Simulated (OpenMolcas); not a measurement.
# C2H3Cl2Si (SMILES [H]/[C]=C/[SiH](Cl)Cl) at 6 levels

Aim: a comparison of 6 runs (UHF/def2-SVP, UB3LYP/6-31G*, UB3LYP/def2-SVP, UM06-L/def2-SVP, UPBE/def2-SVP) of C2H3Cl2Si. 

The calculation is run with OpenMolcas 26.06.

## 1. The structure to begin with

C2H3Cl2Si has 8 atoms, charge 0, and is taken as a doublet. As SMILES, `[H]/[C]=C/[SiH](Cl)Cl`. Geometry: relaxed at PBE0-D4/def2-TZVP. This is one conformer, not always the lowest.

Bond lengths: C1–C2 1.302 Å, C2–Si3 1.849 Å, Si3–Cl4 2.046 Å, Si3–Cl5 2.046 Å, C1–H6 1.081 Å, C2–H7 1.096 Å, Si3–H8 1.473 Å. Angles: C1–C2–Si3 119.3°, C2–Si3–Cl4 109.6°, C2–Si3–Cl5 109.6°, Cl4–Si3–Cl5 108.1°, C1–C2–H7 121.6°, Si3–C2–H7 119.1°, C2–C1–H6 140.4°, C2–Si3–H8 111.7°, Cl4–Si3–H8 108.9°, Cl5–Si3–H8 108.9°.

## 2. Energy and forces at UHF/def2-SVP (run 1)

Input file run.input:

```
&GATEWAY
 BasLib=$CurrDir
 Coord
 8
 angstrom
 C       -0.467200       1.549800       0.659300
 C       -0.193600       0.279100       0.737900
 Si       0.301600      -0.635800      -0.791100
 Cl      -1.013100      -2.166600      -1.130900
 Cl       2.164100      -1.443500      -0.534600
 H       -0.772500       2.376400       1.285600
 H       -0.249600      -0.262100       1.689000
 H        0.322500       0.245600      -1.971100
 Basis=def2-SVP
 Group=NoSym

&SEWARD

&SCF
 UHF
 Spin=2
 Thresholds=1e-10 1e-07 1e-07 1e-05
 PrOrbitals=1 2

&ALASKA
```

The basis set def2-SVP is read from a file made from the Basis Set Exchange's data (not shown).

On the command line:

```sh
$ export MOLCAS_MEM=1860
$ pymolcas run.input > run.log
```

What it wrote:

```text
--- Start Module: gateway ---
[...]
--- Stop Module: gateway /rc=_RC_ALL_IS_WELL_ ---
[...]
      Basis functions           97
[...]
--- Start Module: scf ---
[...]
       Convergence after  20 Iterations
[...]
::    Total SCF energy                              -1285.0061522151
[...]
      Total spin, S                                     0.5856585079
[...]
      Total electronic charge=   63.000000
      Total            charge=   -0.000000
[...]
      Dipole Moment (debye):
      Origin of the operator (angstrom)=    0.3206   -0.9581   -0.5010
                   X= -6.7652E-01               Y=  2.0146E+00               Z=  1.1628E+00           Total=  2.4225E+00
      Quadrupole Moment (debye*angstrom):
[...]
--- Stop Module: scf /rc=_RC_ALL_IS_WELL_ ---
[...]
--- Start Module: alaska ---
[...]
 *              Molecular gradients               *
 **************************************************
  Irreducible representation: a
 ------------------------------------------------------------------------------------------
                              X                       Y                       Z
 ------------------------------------------------------------------------------------------
  C1                6.74240932738979E-03   -3.18785577438909E-02    2.61284367133952E-03
  C2               -5.12913388759406E-03    2.71712192123333E-02   -5.50920901250151E-03
  SI3               6.28373375102464E-04   -7.16856047285752E-03    5.41826908720466E-03
  CL4               5.19225405747292E-03    6.11473975721211E-03    1.68130095809360E-03
  CL5              -7.51675787624251E-03    3.23423244882548E-03   -7.03110837063647E-04
  H6               -2.57942405017086E-04    2.63488187052818E-03   -1.79782451417365E-03
  H7                3.15551801441938E-04   -2.31486166074113E-03    1.10714991181116E-03
  H8                2.52456072959290E-05    2.20690658828993E-03   -2.80941926472700E-03
[...]
--- Stop Module: alaska /rc=_RC_ALL_IS_WELL_ ---
[...]
```

Wall time 11 s (1 thread of Intel Xeon 6975P-C (Granite Rapids), shared host); peak memory 0.54 GiB.

## 3. Energy and gradient at UB3LYP/6-31G(d) (spherical functions) (run 2)

Input file mol.xyz:

```xyz
8

C     -0.467200     1.549800     0.659300
C     -0.193600     0.279100     0.737900
Si     0.301600    -0.635800    -0.791100
Cl    -1.013100    -2.166600    -1.130900
Cl     2.164100    -1.443500    -0.534600
H     -0.772500     2.376400     1.285600
H     -0.249600    -0.262100     1.689000
H      0.322500     0.245600    -1.971100
```

Input file test.inp:

```
* C2H3Cl2Si Kohn-Sham DFT

&GATEWAY
  BasLib=$CurrDir
  Coord=mol.xyz
  Basis=6-31Gs
  Group=NoSym

&SEWARD
  GridInput
  Grid=UltraFine
  End of Grid

&SCF
  UHF
  Spin=2
  KSDFT=B3LYP
  Thresholds=1e-10 1e-07 1e-07 1e-05
  PrOrbitals=1 1

&ALASKA
```

The basis set 6-31G* is read from a file made from the Basis Set Exchange's data (not shown).

On the command line:

```sh
$ export MOLCAS_MEM=1860
$ pymolcas test.inp > test.log
```

What it wrote:

```text
--- Start Module: gateway ---
[...]
--- Stop Module: gateway /rc=_RC_ALL_IS_WELL_ ---
[...]
      Basis functions           88
[...]
--- Start Module: scf ---
[...]
       Convergence after  17 Iterations
[...]
::    Total KS-DFT energy                           -1287.8930874361
[...]
      Total spin, S                                     0.5048183057
[...]
      Total electronic charge=   63.000000
      Total            charge=   -0.000000
[...]
      Dipole Moment (debye):
      Origin of the operator (angstrom)=    0.3206   -0.9581   -0.5010
                   X= -7.2556E-01               Y=  2.0865E+00               Z=  1.3367E+00           Total=  2.5820E+00
      Quadrupole Moment (debye*angstrom):
[...]
--- Stop Module: scf /rc=_RC_ALL_IS_WELL_ ---
[...]
--- Start Module: alaska ---
[...]
 *              Molecular gradients               *
 **************************************************
  Irreducible representation: a
 ------------------------------------------------------------------------------------------
                              X                       Y                       Z
 ------------------------------------------------------------------------------------------
  C1                2.17247286246813E-03   -1.15062013230656E-02    2.33211202450531E-03
  C2               -1.33270827454235E-03    8.09929478876903E-03   -2.67926359203585E-03
  SI3               1.48563761170228E-03   -7.96358538015518E-03    1.80279991117960E-03
  CL4               7.24757084983096E-03    7.62765727556669E-03    2.42039527141991E-03
  CL5              -1.01311964992021E-02    3.68445614611623E-03   -8.39934876983417E-04
  H6                5.48690646719585E-04   -1.26445873486158E-03   -1.38320535161940E-03
  H7                7.19323540852579E-05    1.42164121342381E-03   -2.10599111104770E-03
  H8               -6.23995510568437E-05   -9.88039855585043E-05    4.53087724611834E-04
[...]
--- Stop Module: alaska /rc=_RC_ALL_IS_WELL_ ---
[...]
```

Wall time 38 s (1 thread of Intel Xeon 6975P-C (Granite Rapids), shared host); peak memory 0.48 GiB.

Run 3 isn't shown in full; the table further down has it.

## 4. Energy and forces at UB3LYP/def2-SVP (run 4)

Input file coord.xyz:

```xyz
8

C     -0.467200     1.549800     0.659300
C     -0.193600     0.279100     0.737900
Si     0.301600    -0.635800    -0.791100
Cl    -1.013100    -2.166600    -1.130900
Cl     2.164100    -1.443500    -0.534600
H     -0.772500     2.376400     1.285600
H     -0.249600    -0.262100     1.689000
H      0.322500     0.245600    -1.971100
```

Input file job.inp:

```
&GATEWAY
 BasLib=$CurrDir
 Coord=coord.xyz
 Basis=def2-SVP
 Group=NoSym

&SEWARD
 GridInput
 Grid=UltraFine
 End of Grid

&SCF
 UHF
 Spin=2
 KSDFT=B3LYP
 Thresholds=1e-10 1e-07 1e-07 1e-05
 PrOrbitals=1 2

&ALASKA
```

The basis set def2-SVP is read from a file made from the Basis Set Exchange's data (not shown).

On the command line:

```sh
$ export MOLCAS_MEM=1860
$ pymolcas job.inp > job.log
```

What it wrote:

```text
--- Start Module: gateway ---
[...]
--- Stop Module: gateway /rc=_RC_ALL_IS_WELL_ ---
[...]
      Basis functions           97
[...]
--- Start Module: scf ---
[...]
       Convergence after  17 Iterations
[...]
::    Total KS-DFT energy                           -1287.5166745854
[...]
      Total spin, S                                     0.5046177891
[...]
      Total electronic charge=   63.000000
      Total            charge=   -0.000000
[...]
      Dipole Moment (debye):
      Origin of the operator (angstrom)=    0.3206   -0.9581   -0.5010
                   X= -5.7281E-01               Y=  1.5477E+00               Z=  1.1758E+00           Total=  2.0264E+00
      Quadrupole Moment (debye*angstrom):
[...]
--- Stop Module: scf /rc=_RC_ALL_IS_WELL_ ---
[...]
--- Start Module: alaska ---
[...]
 *              Molecular gradients               *
 **************************************************
  Irreducible representation: a
 ------------------------------------------------------------------------------------------
                              X                       Y                       Z
 ------------------------------------------------------------------------------------------
  C1                1.23636845145469E-03   -8.56280007619858E-03    3.75967226239160E-03
  C2               -1.57358694240517E-03    6.11503520118273E-03    9.94465944630818E-04
  SI3               7.76481172366061E-04   -6.52891310275017E-03    3.84831497910554E-03
  CL4               7.80802398195490E-03    8.49336653202570E-03    1.90371204250539E-03
  CL5              -1.07859683812705E-02    4.27333036630628E-03   -1.58504767575929E-03
  H6                2.15920105384093E-03   -6.03669898862158E-03   -4.19011363807353E-03
  H7                2.73069690681249E-04    3.77056323991587E-03   -6.01158234092569E-03
  H8                1.06410973636228E-04   -1.52388317162622E-03    1.28057842601503E-03
[...]
--- Stop Module: alaska /rc=_RC_ALL_IS_WELL_ ---
[...]
```

Wall time 37 s (1 thread of Intel Xeon 6975P-C (Granite Rapids), shared host); peak memory 0.54 GiB.

Run 5 isn't shown in full; the table further down has it.

## 5. Energy and gradient at UPBE/def2-SVP (run 6)

Input file run.inp:

```
>>> EXPORT MOLCAS_PRINT=2

&GATEWAY
 BasLib=$CurrDir
 Coord
 8
 angstrom
 C       -0.467200       1.549800       0.659300
 C       -0.193600       0.279100       0.737900
 Si       0.301600      -0.635800      -0.791100
 Cl      -1.013100      -2.166600      -1.130900
 Cl       2.164100      -1.443500      -0.534600
 H       -0.772500       2.376400       1.285600
 H       -0.249600      -0.262100       1.689000
 H        0.322500       0.245600      -1.971100
 Basis=def2-SVP
 Group=NoSym

&SEWARD
 GridInput
 Grid=UltraFine
 End of Grid

&SCF
 UHF
 Spin=2
 KSDFT=PBE
 Thresholds=1e-10 1e-07 1e-07 1e-05
 PrOrbitals=1 1

&ALASKA
```

The basis set def2-SVP is read from a file made from the Basis Set Exchange's data (not shown).

On the command line:

```sh
$ export MOLCAS_MEM=1860
$ pymolcas run.inp > run.log
```

What it wrote:

```text
--- Start Module: gateway ---
[...]
--- Stop Module: gateway /rc=_RC_ALL_IS_WELL_ ---
[...]
      Basis functions           97
[...]
--- Start Module: scf ---
[...]
       Convergence after  17 Iterations
[...]
::    Total KS-DFT energy                           -1286.8364398661
[...]
      Total spin, S                                     0.5039412712
[...]
      Total electronic charge=   63.000000
      Total            charge=   -0.000000
[...]
      Dipole Moment (debye):
      Origin of the operator (angstrom)=    0.3206   -0.9581   -0.5010
                   X= -5.4738E-01               Y=  1.4335E+00               Z=  1.1788E+00           Total=  1.9350E+00
      Quadrupole Moment (debye*angstrom):
[...]
--- Stop Module: scf /rc=_RC_ALL_IS_WELL_ ---
[...]
--- Start Module: alaska ---
[...]
 *              Molecular gradients               *
 **************************************************
  Irreducible representation: a
 ------------------------------------------------------------------------------------------
                              X                       Y                       Z
 ------------------------------------------------------------------------------------------
  C1                1.38975955836296E-03   -1.24266134531794E-02    7.61001543356110E-03
  C2               -2.70169880388416E-03    1.01762672812933E-02    2.09219855534304E-03
  SI3               5.37843229468260E-04   -3.97850990415272E-03    2.02697991115475E-03
  CL4               8.53886794131853E-03    9.34877508265686E-03    1.93627709654276E-03
  CL5              -1.17694866594924E-02    4.73886303399240E-03   -1.87405604027235E-03
  H6                3.61522115458635E-03   -1.02808504932774E-02   -6.81287134779485E-03
  H7                3.25393275081076E-04    7.12185882358174E-03   -1.03347538526446E-02
  H8                6.41003045711575E-05   -4.69979037102553E-03    5.35621024397148E-03
[...]
--- Stop Module: alaska /rc=_RC_ALL_IS_WELL_ ---
[...]
```

It took 36 s on 1 thread of Intel Xeon 6975P-C (Granite Rapids), shared host; peak memory 0.54 GiB.

## 6. Overview of the runs

| run | level | integration grid | Cartesian functions | energy (Eh) | dipole moment (D) | HOMO energy (eV) | LUMO energy (eV) | wall time |
| --- | --- | --- | --- | --- | --- | --- | --- | --- |
| 1 | UHF/def2-SVP | – | no | -1285.006152 | 2.42 | -10.90 | 2.67 | 11 s |
| 2 | UB3LYP/6-31G* (spherical functions) | UltraFine | no | -1287.893087 | 2.58 | -6.76 | -2.54 | 38 s |
| 3 | UB3LYP/6-31G* (Cartesian functions) | UltraFine | yes | -1287.902943 | 2.58 | -6.76 | -2.54 | 41 s |
| 4 | UB3LYP/def2-SVP | UltraFine | no | -1287.516675 | 2.03 | -6.74 | -2.60 | 37 s |
| 5 | UM06-L/def2-SVP | UltraFine | no | -1287.472030 | 2.15 | -5.97 | -2.78 | 45 s |
| 6 | UPBE/def2-SVP | UltraFine | no | -1286.836440 | 1.93 | -5.59 | -3.36 | 36 s |

## 7. Summary of results

| quantity | value |
| --- | --- |
| run 6: total energy | -1286.83644 Eh |
| run 6: dipole moment | 1.93 D |
| run 6: HOMO energy (highest over α and β) | -5.59 eV |
| run 6: LUMO energy (lowest over α and β) | -3.36 eV |
| run 6: ⟨S²⟩ | 0.758 |
| run 6: largest force on an atom | 0.753 eV/Å |

In words: The dipole moment (its size) runs from 1.93 D (UPBE/def2-SVP) to 2.58 D (UB3LYP/6-31G*). The two ends differ in method and basis. Totals of different functionals can't be ranked against each other. Spin contamination of the reference: run 1 ⟨S²⟩ = 0.93. All runs together took 3.5 min, the longest 45 s.
